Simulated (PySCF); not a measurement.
# Cr (Cr3+): the cost of one run

Programs: PySCF 2.14.0, with routines of our own; each step states its level. All values are computed. Atoms count from 0.

### 1 The system as given

1 atom, charge 3, states of the metal's open shell are computed; geometry from: free ion.

### 2 Ligand-field states: state-averaged CASSCF

Job settings and geometry (Å):

```
{"job": {"kind": "lf", "basis": {"metal": "x2c-TZVPall", "ligand": "x2c-SVPall"}, "nevpt": true}, "charge": 3, "metal": "Cr", "open_shell": "d3"}
Cr     0.000000     0.000000     0.000000
```

Method: state-averaged CASSCF of the metal d shell, SC-NEVPT2 on the averaged canonical orbitals, state-interaction spin-orbit coupling.

Command:

```sh
$ OMP_NUM_THREADS=1 python lf_run.py task.json out
```

The driver reads the jobs from task.json and runs them one after another.

**Question.** How long does this first job take on 1 thread of Arm Neoverse V1, shared host, and how much memory does it need?

About 3.3 s, with a peak of 0.15 GiB.
